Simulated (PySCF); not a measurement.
# C8H6S: the cost of one run

Computed with PySCF 2.14.0 and routines of our own; the level stands in each step. Atoms count from 0.

## 1. The system as given

15 atoms, charge 0, multiplicity 1; geometry from: PBE0/def2-SV(P).

## 2. Excited-state relaxation: TDA PBE0/def2-SV(P)

Job settings and geometry (Å):

```
{"job": {"kind": "xopt", "state": "S1", "method": "TDA", "freq": false, "xc": "PBE0", "basis": "def2-SV(P)", "grid": 1}, "charge": 0, "multiplicity": 1}
C     -2.098152    -0.400073    -0.112041
C     -1.865624     1.005122     0.020807
C     -0.599302     1.504292     0.164825
C      0.510555     0.605730     0.183705
C      1.862197     0.896065     0.319817
S      2.803248    -0.520018     0.282590
C      1.458871    -1.542798     0.087231
C      0.275214    -0.816810     0.048418
C     -1.062415    -1.294701    -0.099904
H     -3.125852    -0.758687    -0.225078
H     -2.721220     1.687209     0.005790
H     -0.427181     2.579931     0.265874
H      2.331699     1.872845     0.437900
H      1.588404    -2.622484     0.010059
H     -1.245858    -2.368376    -0.201953
```

Level: TDA PBE0/def2-SV(P) excited-state geometry optimisation, gas phase.

On the command line:

```bash
> OMP_NUM_THREADS=1 python excited_run.py task.json out
```

This one command runs all jobs of the session in turn.

Q: Estimate the wall time and peak memory of this first job on 1 thread of Arm Neoverse V2, shared host.

About 1.9 min, with a peak of 0.83 GiB.
